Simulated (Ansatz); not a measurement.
**SnH₄O + HBr: a complex and its separated parts**

The complex below is one end of an elementary step. How strongly is it bound against its free parts?

The runs use Ansatz 0.2.0, Gaussian basis; PBE0-D4/def2-TZVP structures, single points in def2-TZVPP, no counterpoise correction.

Levels: SPW92, PBE-D4, BLYP-D4, r2SCAN-D4, B97M-V, PBE0-D4, B3LYP-D4, r2SCAN0-D4, BHLYP-D4, CAM-B3LYP-D4, wB97X-V, wB97M-V, B2PLYP, PBE-QIDH, RPA on PBE, Hartree-Fock, MP2, CCSD, CCSD(T).

Cores are frozen in the correlated methods. Filled d shells of the heavier atoms are correlated. Core potentials replace the inner electrons past krypton, and spin-orbit coupling is left out. B3LYP uses VWN-RPA correlation. B2PLYP carries no dispersion term here.

## Step 1: The system as given

The complex: 8 atoms, charge 0, spin multiplicity 1.

Atoms are counted from 1 here; the program's logs count them from 0.

Bond lengths: Sn1–O2 2.001 Å, Sn1–H3 1.692 Å, Sn1–H4 1.703 Å, Sn1–H5 1.701 Å, O2–H8 0.961 Å, H6–Br7 1.485 Å. Angles: O2–Sn1–H3 102.1°, O2–Sn1–H4 105.3°, O2–Sn1–H5 106.9°, H3–Sn1–H4 114.2°, H3–Sn1–H5 114.6°, H4–Sn1–H5 112.3°, Sn1–O2–H8 114.9°.

Coordinates:

| atom | x (Å) | y (Å) | z (Å) |
| --- | --- | --- | --- |
| Sn1 | -0.72172 | 0.82934 | -0.45809 |
| O2 | -0.18944 | -0.62941 | 0.80385 |
| H3 | -0.79533 | 0.01083 | -1.93712 |
| H4 | -2.22833 | 1.38674 | 0.10818 |
| H5 | 0.48482 | 2.02549 | -0.37034 |
| H6 | 1.16348 | -1.35839 | 0.34635 |
| Br7 | 2.42586 | -1.89753 | -0.21944 |
| H8 | -0.13934 | -0.36707 | 1.72670 |

Its parts: SnH₄O holds atoms 1, 2, 3, 4, 5, 8; HBr holds atoms 6, 7. Each part counts its atoms afresh in its own runs.

## Step 2: Relaxing SnH₄O alone

File relax-a/in.yaml:

```yaml
crystal:
  periodic: [false, false, false]
  atoms:
    - {symbol: Sn, position_ang: [-0.721720, 0.829335, -0.458095]}
    - {symbol: O, position_ang: [-0.189441, -0.629412, 0.803854]}
    - {symbol: H, position_ang: [-0.795331, 0.010835, -1.937116]}
    - {symbol: H, position_ang: [-2.228330, 1.386737, 0.108183]}
    - {symbol: H, position_ang: [0.484820, 2.025493, -0.370342]}
    - {symbol: H, position_ang: [-0.139336, -0.367072, 1.726701]}
basis:
  gaussian: {orbitals: def2-TZVP}
hamiltonian: {xc: pbe0, dispersion: d4}
relax: {f_tol: 0.005, max_steps: 200}
```

The command line of these runs was not kept.

The runs that follow: Relaxing HBr alone; wB97M-V/def2-TZVPP; CCSD(T)/def2-TZVPP; Vibrations of SnH₄O; Vibrations of HBr.

**Question.** What will these runs give? Wanted: complex less parts, CCSD(T)/def2-TZVPP; with zero-point energy; largest T1 diagnostic.

The runs gave:

```
                              quantity         value
complex less parts, CCSD(T)/def2-TZVPP  -26.1 kJ/mol
                with zero-point energy  -19.9 kJ/mol
                 largest T1 diagnostic         0.014
```

At CCSD(T) the complex lies 26.1 kJ/mol below its parts. The functionals run from B97M-V, off by -0.5 kJ/mol, to SPW92, off by -30.9 kJ/mol, against CCSD(T). B2PLYP is as near within the digits shown. Mean unsigned error by rung: LDA 30.9, GGA 10.8, meta-GGA 4.9, hybrid 7.1, range-separated hybrid 3.7, double hybrid 2.2 kJ/mol. PBE-D4 gives a relative energy 12.8 kJ/mol too low, outside chemical accuracy (1 kcal/mol, 4.2 kJ/mol). No counterpoise was applied, and triple zeta lacks some correlation, so the CCSD(T) reference has a basis error of its own, and close matches with it are partly luck.
